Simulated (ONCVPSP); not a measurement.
# Pseudopotential generation for cobalt: ONCV, PBEsol

Do these settings give a usable potential? It is generated, then checked for transferability, scattering, ghosts and hardness.

Program: ONCVPSP 4.0.1.1 (patched build). Reference atom: PBEsol, scalar-relativistic, spherical and spin-unpolarised. All values are calculated.

**1. The design**

The settings as typed:

```
element                 : cobalt (Co, Z = 27)
type                    : optimised norm-conserving Vanderbilt (ONCV)
frozen core             : [Ne]
valence charge          : 17
reference configuration : 3s2 3p6 3d7 4s2
partial waves           : 3s+4s: rc 1.20 bohr, ncon 5, nbas 9, qcut 9.4 1/bohr, 3 projectors, debl 2.5 Ha; 3p: rc 0.85 bohr, ncon 3, nbas 7, qcut 11.6 1/bohr, 3 projectors, debl 1.3 Ha; 3d: rc 1.15 bohr, ncon 4, nbas 9, qcut 15.7 1/bohr, 2 projectors, debl 1 Ha
local potential         : polynomial inside 0.60 bohr (lpopt 1, dvloc0 0 Ha)
core correction         : Teter function, fcfact 4.25, rcfact 1.1
```

The outer shells as boxes (Hund's rule for the drawing; the calculation is spin-unpolarised):

```
[Ne] core
3s [↑↓]
3p [↑↓][↑↓][↑↓]
3d [↑↓][↑↓][↑ ][↑ ][↑ ]
4s [↑↓]
```

**2. The generation run**

Contents of Co.dat:

```
# ATOM AND REFERENCE CONFIGURATION
# atsym  z   nc   nv     iexc    psfile
  Co 27.00    3    4  -116133      upf
#
#   n    l    f
    1    0    2.00
    2    0    2.00
    2    1    6.00
    3    0    2.00
    3    1    6.00
    3    2    7.00
    4    0    2.00
#
# PSEUDOPOTENTIAL AND OPTIMIZATION
# lmax
    2
#
#   l,   rc,      ep,       ncon, nbas, qcut
    0    1.20    0.00    5    9    9.40
    1    0.85    0.00    3    7   11.60
    2    1.15    0.00    4    9   15.70
#
# LOCAL POTENTIAL
# lloc, lpopt,  rc(5),   dvloc0
    4    1    0.60    0.00
#
# VANDERBILT-KLEINMAN-BYLANDER PROJECTORs
# l, nproj, debl
    0    3    2.50
    1    3    1.30
    2    2    1.00
#
# MODEL CORE CHARGE
# icmod, fcfact, rcfact
    3    4.25    1.10
#
# LOG DERIVATIVE ANALYSIS
# epsh1, epsh2, depsh
   -5.00    5.00    0.04
#
# OUTPUT GRID
# rlmax, drl
    6.00    0.01
#
# TEST CONFIGURATIONS
# ncnf
    4
# nvcnf
#   n    l    f
    4
    3    0    2.00
    3    1    6.00
    3    2    7.00
    4    0    1.00
#
    4
    3    0    2.00
    3    1    6.00
    3    2    7.00
    4    0    0.00
#
    4
    3    0    2.00
    3    1    6.00
    3    2    6.00
    4    0    0.00
#
    5
    3    0    2.00
    3    1    6.00
    3    2    7.00
    4    0    0.00
    4    1    2.00
#
```

The run is started by

```
oncvpsp.x < Co.dat > Co.out
```

Q: Predict the outcome of this session. Wanted: cutoffs for 1 and 0.1 mHa per electron, occupied waves; bound ghosts; GHOST(+) flags; largest test error; largest phase difference near zero energy, channels read; rms error of d²Exc/dn², without and with the model core; projector energies reset by the program.

**Answer**, as computed:

| quantity | value |
| --- | --- |
| cutoffs for 1 and 0.1 mHa per electron, occupied waves | 83 Ha and 95 Ha |
| bound ghosts | none found |
| GHOST(+) flags | s at 833 eV |
| largest test error (AE − PS) | -3.6 meV, for 3s2 3p6 3d6 4s0 |
| largest phase difference near zero energy, channels read | 0.000 rad |
| rms error of d²Exc/dn², without and with the model core | 2.08 and 1.41 mHa |
| projector energies reset by the program | p: -2.407, 0.250, 1.550 Ha |

What this shows: By total energies transferability is very good: the largest error is 3.6 meV on 61.6 eV, for 3s2 3p6 3d6 4s0. The potential is very hard: the looser tolerance needs 83 Ha. At the looser tolerance the 3d wave is the slowest; 3s needs 38 Ha. No bound ghost shows below the valence levels. Near zero energy the phases of the channels with partial waves agree within 0.001 rad. The program also flags highly localised states, GHOST(+) (s).
